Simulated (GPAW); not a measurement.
# PmO (P-6m2) in GPAW: notebook

One crystal, PmO, is run at these levels: LDA+U, PBE+U; tasks: single point from a typed occupation.

Everything below comes from runs of GPAW 26.7.0. Logs are shortened: lines on timing, memory, paths and dates and some standing lists are left out, and cuts for length are marked. The log counts tension as positive stress, the text compression.

**1. The structure**

It takes space group P-6m2 (No. 187, hexagonal). The conventional cell has a = 3.156 Å, b = 3.156 Å, c = 3.080 Å, α = 90.00°, β = 90.00°, γ = 120.00°. Pm (site symmetry -6m2) has 6 O at 2.39 Å as nearest neighbours. Around O (site symmetry -6m2) lie 6 Pm at 2.39 Å.

The cell comes from a database or a generator and needn't be the stable form of this composition.

**2. Single point from a typed occupation, LDA+U, collinear spin, ferromagnetic start**

File run.py:

```python
import numpy as np
from ase.io import read
from ase.units import Ha
from gpaw import PW
from gpaw.dft import DFT
from gpaw.hubbard import aoom

atoms = read('POSCAR')
atoms.set_initial_magnetic_moments([4.0, 0.0])

def hold(setup, l, U, n_smm):
    """Build the Hubbard potential of this atom from a typed occupation matrix."""
    free = setup.hubbard_u.calculate

    def calculate(setup, D_sii):
        energy, dH_sii = free(setup, D_sii)
        m = 2 * l + 1
        first = np.cumsum([0] + [2 * x + 1 for x in setup.l_j])
        blocks = [slice(first[j], first[j] + m) for j, x in enumerate(setup.l_j) if x == l]
        for s, n_mm in enumerate(n_smm):
            _, V_ii = aoom(D_sii[s], l, setup.l_j, setup.n_j, setup.N0_q)
            for i1 in blocks:
                for i2 in blocks:
                    V_ii[i1, i2] *= U / Ha / 2 * (np.eye(m) - 2 * np.array(n_mm))
            dH_sii[s] = V_ii
        return energy, dH_sii

    setup.hubbard_u.calculate = calculate
    return free

# occupation matrices [spin][m][m'] in real spherical harmonics, m = -l ... l
start = {
    0: [[[0.5714, 0.0, 0.0, 0.0, 0.0, 0.0, 0.0],
         [0.0, 0.5714, 0.0, 0.0, 0.0, 0.0, 0.0],
         [0.0, 0.0, 0.5714, 0.0, 0.0, 0.0, 0.0],
         [0.0, 0.0, 0.0, 0.5714, 0.0, 0.0, 0.0],
         [0.0, 0.0, 0.0, 0.0, 0.5714, 0.0, 0.0],
         [0.0, 0.0, 0.0, 0.0, 0.0, 0.5714, 0.0],
         [0.0, 0.0, 0.0, 0.0, 0.0, 0.0, 0.5714]],
        [[0.0, 0.0, 0.0, 0.0, 0.0, 0.0, 0.0],
         [0.0, 0.0, 0.0, 0.0, 0.0, 0.0, 0.0],
         [0.0, 0.0, 0.0, 0.0, 0.0, 0.0, 0.0],
         [0.0, 0.0, 0.0, 0.0, 0.0, 0.0, 0.0],
         [0.0, 0.0, 0.0, 0.0, 0.0, 0.0, 0.0],
         [0.0, 0.0, 0.0, 0.0, 0.0, 0.0, 0.0],
         [0.0, 0.0, 0.0, 0.0, 0.0, 0.0, 0.0]]],
}

dft = DFT(atoms,
          mode=PW(600),
          xc='LDA',
          kpts={'size': (7, 7, 6), 'gamma': True},
          occupations={'name': 'methfessel-paxton', 'order': 0, 'width': 0.05},
          setups={0: ':f,5.0'},
          nbands=26,
          convergence={'density': 0.0001, 'energy': 1e-05},
          maxiter=120,
          symmetry={'point_group': False},
          converge=False,
          txt='gpaw.txt')
free = {a: hold(dft.setups[a], l, 5, start[a]) for a, l in {0: 3}.items()}
dft.converge(steps=10)
for a, calculate in free.items():
    dft.setups[a].hubbard_u.calculate = calculate
dft.converge()
print(f'Energy: {dft.calculate_energy():.6f} eV')
print('Forces (eV/A):')
print(dft.calculate_forces().round(4))
print('Stress (eV/A^3):', dft.calculate_stress().round(6))
print('Moments:', dft.magmoms()[1][:, 2].round(3))
dft.write_converged()
dft.write_gpw_file('gs.gpw')
for a, l in {0: 3}.items():
    setup = dft.setups[a]
    for s, D_ii in enumerate(dft.density.D_asii[a]):
        n_mm = aoom(D_ii, l, setup.l_j, setup.n_j, setup.N0_q)[0]
        print(f'atom {a} spin {s} trace {n_mm.trace():.4f} eigenvalues', *np.linalg.eigvalsh(n_mm).round(3))
        np.savetxt(f'occupation-{a}-{s}.dat', n_mm, fmt='%8.4f')
```

File POSCAR:

```
PmO
1.0
    3.1559110388      0.0000000000      0.0000000000
   -1.5779555194      2.7330991317      0.0000000000
    0.0000000000      0.0000000000      3.0800128100
Pm O
1 1
Direct
    0.0000000000      0.0000000000      0.0000000000
    0.6666666667      0.3333333333      0.5000000000
```

Potentials or basis: the program's PAW data sets (release 1.2.1) made for this functional, pw.

On the command line:

```console
OMP_NUM_THREADS=1 python run.py
```

gpaw.txt:

```text
Diagonalizing LCAO Hamiltonian
Converting LCAO to pw mode

            O

       Pm

Atoms  # Å, Bohr magnetons
|   | symbol |        x |        y |        z |    initial magnetic moments |
|---|--------|----------|----------|----------|-----------------------------|
| 0 |     Pm | 0.000000 | 0.000000 | 0.000000 | ( 0.0000,  0.0000,  4.0000) |
| 1 |      O | 1.577956 | 0.911033 | 1.540006 | ( 0.0000,  0.0000,  0.0000) |

Unit cell  # Å
| periodic |         x |        y |        z |  lengths |     angles |
|----------|-----------|----------|----------|----------|------------|
|      yes |  3.155911 | 0.000000 | 0.000000 | 3.155911 |  90.000000 |
|      yes | -1.577956 | 2.733099 | 0.000000 | 3.155911 |  90.000000 |
|      yes |  0.000000 | 0.000000 | 3.080013 | 3.080013 | 120.000000 |

Number of symmetries: 1
Symmetry operations  # r_c * U_cc + t_c -> r_c
|   | kind |            matrix            |
|---|------|------------------------------|
| 0 |  E   |  1, 0, 0,  0, 1, 0,  0, 0, 1 |

BZ-sampling:
  Number of BZ points: 294
  Number of IBZ points: 148

  Monkhorst-Pack size: [7, 7, 6]
  Monkhorst-Pack shift: [0.0, 0.0, 0.08333333333333333]

K-points  # in reciprocal-cell coordinates
|     |                                coordinates |     weight |
|-----|--------------------------------------------|------------|
|   0 | (  0.00000000,   0.00000000,   0.00000000) | 0.00340136 |
|   1 | (  0.00000000,   0.00000000,   0.16666667) | 0.00680272 |
|   2 | (  0.00000000,   0.00000000,   0.33333333) | 0.00680272 |
|   3 | (  0.00000000,   0.00000000,   0.50000000) | 0.00340136 |
|   4 | (  0.00000000,   0.14285714,  -0.33333333) | 0.00680272 |
|   5 | (  0.00000000,   0.14285714,  -0.16666667) | 0.00680272 |
|   6 | (  0.00000000,   0.14285714,   0.00000000) | 0.00680272 |
|   7 | (  0.00000000,   0.14285714,   0.16666667) | 0.00680272 |
|   8 | (  0.00000000,   0.14285714,   0.33333333) | 0.00680272 |
|   9 | (  0.00000000,   0.14285714,   0.50000000) | 0.00680272 |
| ... |                                            |            |
| 147 | (  0.42857143,   0.42857143,   0.50000000) | 0.00680272 |

Plane wave coefficients: 906
Cutoff: 600.0 eV

Spin-components: 2 (collinear spins)
Bands:           26
Projectors:      13
Spin-degeneracy: 1
Datatype:        complex128

Parallelization:
  kpt:    1
  domain: 1
  band:   1

Density:
  Valence electrons: 21.0
  Components: 2
  Grid points: [18 18 18]
  Charge: 0.0  # |e|

Potential:
  Grid points: [18 18 18]

species:
  Pm:
    name:    Promethium
    Z:       61.0
    valence: 15
[... 98 lines left out ...]
convergence criteria:
- Maximum integral of absolute [dens]ity change: 0.0001 electrons / valence electron
- Maximum [total energy] change in last 3 cyles: 1e-05 eV / valence electron
- Maximum integral of absolute [eigenst]ate change: 4e-08 eV^2 / valence electron
maximum number of iterations: 120

SCF iterations
|iter     | |      energy | eigst |  dens |  magmom |
|---------|-|-------------|-------|-------|---------|
|iter:   1| |  -14.248183 | -8.34c|       |  +4.9117|
|iter:   2| |  -14.464375 | -4.09 | -3.45 |  +4.9117|
|iter:   3| |  -14.464616 | -6.71 | -1.54 |  +4.9117|
|iter:   4| |  -14.652729 | -3.85 | -1.54 |  +4.9150|
|iter:   5| |  -14.483937 | -3.97 | -1.60 |  +4.9120|
|iter:   6| |  -14.470586 | -5.78 | -1.54 |  +4.9118|
|iter:   7| |  -14.475770 | -6.81 | -1.54 |  +4.9119|
|iter:   8| |  -14.472030 | -7.17 | -1.54 |  +4.9119|
|iter:   9| |  -14.474050 | -7.70c| -1.54 |  +4.9119|
|iter:  10| |  -14.472731 | -8.07c| -1.54 |  +4.9119|
|iter:  11| |  -14.473507 | -8.54c| -1.54 |  +4.9119|
|iter:  12| |  -14.473018 | -7.94c| -1.54 |  +4.9119|
|iter:  13| |  -14.473314 | -8.38c| -1.54 |  +4.9119|
|iter:  14| |  -14.473130 | -7.72c| -1.54 |  +4.9119|
|iter:  15| |  -14.473242c| -8.08c| -1.54 |  +4.9119|
|iter:  16| |  -14.473173c| -8.51c| -1.54 |  +4.9119|
|iter:  17| |  -14.473216c| -8.92c| -1.54 |  +4.9119|
|iter:  18| |  -14.473190c| -9.35c| -1.54 |  +4.9119|
[... 23 lines left out ...]
|iter:  42| |  -14.493494 | -6.35 | -1.53 |  +4.9110|
|iter:  43| |  -15.054801 | -3.19 | -1.54 |  +4.9172|
|iter:  44| |  -15.584673 | -3.78 | -1.73 |  +4.9163|
|iter:  45| |  -16.528613 | -2.98 | -1.77 |  +4.9228|
|iter:  46| |  -16.744808 | -3.78 | -1.97 |  +4.9315|
|iter:  47| |  -16.802760 | -2.93 | -1.94 |  +4.9622|
|iter:  48| |  -16.770192 | -3.25 | -2.13 |  +4.9525|
|iter:  49| |  -16.819894 | -3.60 | -2.23 |  +4.9657|
|iter:  50| |  -16.820615 | -5.11 | -2.97 |  +4.9650|
|iter:  51| |  -16.821550 | -5.30 | -3.21 |  +4.9648|
|iter:  52| |  -16.821819 | -6.20 | -3.38 |  +4.9637|
|iter:  53| |  -16.822137 | -6.53 | -3.59 |  +4.9647|
|iter:  54| |  -16.822727 | -6.02 | -3.81 |  +4.9667|
|iter:  55| |  -16.823059 | -6.18 | -3.90 |  +4.9681|
|iter:  56| |  -16.823125 | -6.79 | -3.96 |  +4.9671|
|iter:  57| |  -16.823162c| -6.51 | -4.21c|  +4.9667|
|iter:  58| |  -16.823165c| -8.26c| -4.59c|  +4.9665|
SCF steps: 58
Energy contributions relative to reference atoms: (reference = -274508.471032)

Energy contributions:
  Kinetic:          24.490247
  Coulomb:         -18.685234
  Zero:              0.398362
  External:          0.000000
  Xc:              -23.025954
  Entropy:          -0.001172
  Spinorbit:         0.000000
  ----------------------------
  Free energy:     -16.823751
  Extrapolated:    -16.823165

Forces  # eV/Ang
|       x |        y |        z |
|---------|----------|----------|
| 0.00021 | -0.00082 | -0.00001 |  # Pm   0
| 0.00008 |  0.00017 |  0.00001 |  # O    1

Stress tensor  # eV/Ang^3
|         x |         y |         z |
|-----------|-----------|-----------|
| -0.163537 | -0.000003 | -0.000181 |
| -0.000003 | -0.163451 |  0.000045 |
| -0.000181 |  0.000045 | -0.114654 |

Total magnetic moment: (0.000000, 0.000000, 4.966547)

Local magnetic moments
|        x |        y |         z |
|----------|----------|-----------|
| 0.000000 | 0.000000 |  4.625951 |  # Pm   0
| 0.000000 | 0.000000 | -0.045945 |  # O    1

Fermi level: 13.948
Eigenvalues  # (at kpt = [0.000, 0.000, 0.000])
| band index |      eig [eV] | occ [0-1] |      eig [eV] | occ [0-1] |
|------------|---------------|-----------|---------------|-----------|
|          0 |       -23.945 |     1.000 |       -21.944 |     1.000 |
|        ... |               |           |               |           |
|          3 |        -3.215 |     1.000 |        -1.531 |     1.000 |
|          4 |        -3.215 |     1.000 |        -1.531 |     1.000 |
|          5 |         9.438 |     1.000 |         9.625 |     1.000 |
|          6 |         9.438 |     1.000 |         9.625 |     1.000 |
|          7 |        10.445 |     1.000 |        10.857 |     1.000 |
|          8 |        12.462 |     1.000 |        13.563 |     1.000 |
[... 8 lines left out ...]
|         17 |        18.851 |     0.000 |        21.966 |     0.000 |
|         18 |        18.852 |     0.000 |        22.119 |     0.000 |
|        ... |               |           |               |           |
|         25 |        35.922 |     0.000 |        37.086 |     0.000 |

No gap
No difference between direct/indirect transitions
Writing to gs.gpw (mode='')

  __  _  _
 | _ |_)|_||  |
 |__||  | ||/\| - 26.7.0

Input parameters:
  mode=PW(ecut=600.0),
  convergence={'density': 0.0001, 'energy': 1e-05},
  kpts=MonkhorstPack(size=(7, 7, 6), gamma=True),
  maxiter=120,
  nbands=26,
  occupations=Occupations(name='methfessel-paxton', order=0, width=0.05),
  setups={0: ':f,5.0'},
  symmetry=Symmetry(point_group=False),
  xc=XC(name='LDA')
# Writing to gs.gpw (mode='')
```

Run time: 24 min. Hardware: 1 thread of Intel Xeon at 2.50GHz (Skylake/Cascade Lake), shared host; peak memory 0.31 GiB.

What came out:

* Free energy: -16.8238 eV
* Pressure: 23.6 GPa
* Band gap on the k mesh: none (metal or under the smearing width)
* Net moment: 4.97 μB per cell
* Site moments: Pm +4.63; O -0.05 μB

Stress tensor (GPa, compression positive):
```
26.20  0.00  0.03
 0.00 26.19 -0.01
 0.03 -0.01 18.37
```

Eigenvalues of the final occupation matrices:
| site | spin | trace | eigenvalues |
| --- | --- | --- | --- |
| atom 1  | 1 | 4.81 | 0.01 0.01 0.94 0.94 0.97 0.97 0.98 |
| atom 1  | 2 | 0.02 | 0.00 0.00 0.00 0.00 0.00 0.01 0.01 |

Caveat: the cutoff is short for stress and forces, so pressures can be off by a GPa or more; one-centre terms of the f shell are cut off; the occupation matrix was held by a function in the script for the first cycles and then freed; the end state hangs on it; the magnetic or orbital state may not be the lowest; spin-orbit coupling is left out, which moves the levels of the heavy elements. The state reached can hang on the start; a lower one may exist.

(Part 1 of 4 ends here.)
